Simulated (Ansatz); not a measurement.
# CH5BBrN: one species, many methods

An exercise on one series of results from a longer session: the logs are not shown, and one member is left open.

Program: Ansatz 0.2.0, Gaussian basis. Level of theory: functionals in def2-TZVPP, the program's frozen cores in correlated methods. These are calculated values, not measurements.

The runs, in order: LDA (SPW92), PBE-D4, revPBE-D4, BLYP-D4, r2SCAN-D4, B97M-V, PBE0-D4, B3LYP-D4, r2SCANh-D4, r2SCAN0-D4, HSE06-D4, BHLYP-D4, CAM-B3LYP-D4, LC-ωPBE, ωB97X-V, ωB97M-V, B2PLYP, PBE-QIDH; CCSD(T)/def2-SVP; CCSD(T)/def2-TZVPP; MP2/def2-QZVPP; extrapolation to the limit; RPA on PBE.

## Structure used throughout

All runs share one geometry, relaxed beforehand with PBE0-D4 in a triple-zeta def2 set.

SMILES `CB(N)Br`, 9 atoms, charge 0, spin multiplicity 1.

Atoms are counted from 1 here; the program's logs count them from 0.

Bond lengths: C1–B2 1.561 Å, C1–H5 1.094 Å, C1–H6 1.093 Å, C1–H7 1.094 Å, B2–N3 1.386 Å, B2–Br4 1.953 Å, N3–H8 1.005 Å, N3–H9 1.006 Å. Angles: B2–C1–H5 110.5°, B2–C1–H6 113.0°, B2–C1–H7 110.5°, H5–C1–H6 108.2°, H5–C1–H7 106.1°, H6–C1–H7 108.3°, C1–B2–N3 124.4°, C1–B2–Br4 119.0°, N3–B2–Br4 116.7°, B2–N3–H8 123.3°, B2–N3–H9 122.1°, H8–N3–H9 114.6°.

As a file:

```mol
CH5BBrN
  3D, bonds by distance, orders not assigned

  9  8  0  0  0  0  0  0  0  0999 V2000
    0.2216    0.9499   -0.7009 C   0  0
   -0.2467   -0.4082   -0.0894 B   0  0
    0.0740   -0.8440    1.1870 N   0  0
   -1.3593   -1.5971   -1.1673 Br  0  0
    0.7991    0.7794   -1.6139 H   0  0
    0.8345    1.5382   -0.0131 H   0  0
   -0.6404    1.5552   -0.9951 H   0  0
   -0.2365   -1.7227    1.5641 H   0  0
    0.6419   -0.2970    1.8116 H   0  0
  1  2  8  0
  2  3  8  0
  2  4  8  0
  1  5  8  0
  1  6  8  0
  1  7  8  0
  3  8  8  0
  3  9  8  0
M  END
```

The first run:

in.yaml

```yaml
crystal:
  periodic: [false, false, false]
  atoms:
    - {symbol: C, position_ang: [0.221617, 0.949879, -0.700877]}
    - {symbol: B, position_ang: [-0.246679, -0.408224, -0.089370]}
    - {symbol: N, position_ang: [0.074016, -0.843978, 1.187016]}
    - {symbol: Br, position_ang: [-1.359250, -1.597148, -1.167315]}
    - {symbol: H, position_ang: [0.799097, 0.779410, -1.613912]}
    - {symbol: H, position_ang: [0.834531, 1.538243, -0.013129]}
    - {symbol: H, position_ang: [-0.640397, 1.555171, -0.995144]}
    - {symbol: H, position_ang: [-0.236483, -1.722726, 1.564110]}
    - {symbol: H, position_ang: [0.641948, -0.297026, 1.811620]}
basis:
  gaussian: {orbitals: def2-TZVPP}
hamiltonian: {xc: lda}
output: {orbitals: {seedname: orbitals}}
```

Started as:

```console
ansatz run in.yaml --threads 4 --pin off --events-out ev --progress --plain --max-ram 10444MiB
```

Among the steps run: LDA; PBE-D4 (GGA); revPBE-D4 (GGA); BLYP-D4 (GGA); r2SCAN-D4 (meta-GGA); B97M-V (meta-GGA); B3LYP-D4 (hybrid); r2SCANh-D4 (hybrid); r2SCAN0-D4 (hybrid); HSE06-D4 (hybrid); BHLYP-D4 (hybrid); CAM-B3LYP-D4 (range-separated); LC-ωPBE (range-separated); ωB97X-V (range-separated); ωB97M-V (range-separated); B2PLYP (double hybrid); PBE-QIDH (double hybrid).

One table of the session follows, with a row left open; its other results are not shown here.

It belongs to the step «Frontier levels by functional». 

| functional | HOMO (eV) | LUMO (eV) | gap (eV) |
| --- | --- | --- | --- |
| LDA (SPW92) | -6.73 | -0.72 | 6.01 |
| PBE-D4 | -6.58 | -0.48 | 6.10 |
| revPBE-D4 | ? | ? | ? |
| BLYP-D4 | -6.42 | -0.32 | 6.09 |
| r2SCAN-D4 | -6.90 | -0.13 | 6.77 |
| B97M-V | -6.98 | -0.02 | 6.96 |
| PBE0-D4 | -7.88 | 0.51 | 8.39 |
| B3LYP-D4 | -7.62 | 0.31 | 7.92 |
| r2SCANh-D4 | -7.38 | 0.21 | 7.59 |
| r2SCAN0-D4 | -8.09 | 0.72 | 8.81 |
| HSE06-D4 | -7.48 | 0.13 | 7.61 |
| BHLYP-D4 | -9.02 | 1.21 | 10.24 |
| CAM-B3LYP-D4 | -9.22 | 1.37 | 10.60 |
| LC-ωPBE | -10.63 | 2.64 | 13.26 |
| ωB97X-V | -10.26 | 2.43 | 12.69 |
| ωB97M-V | -10.13 | 1.93 | 12.06 |

Estimate the missing values for revPBE-D4.

The run gave: HOMO (eV): -6.52; LUMO (eV): -0.38; gap (eV): 6.14. In the column «HOMO (eV)» it lies between PBE-D4 (-6.58) and BLYP-D4 (-6.42).
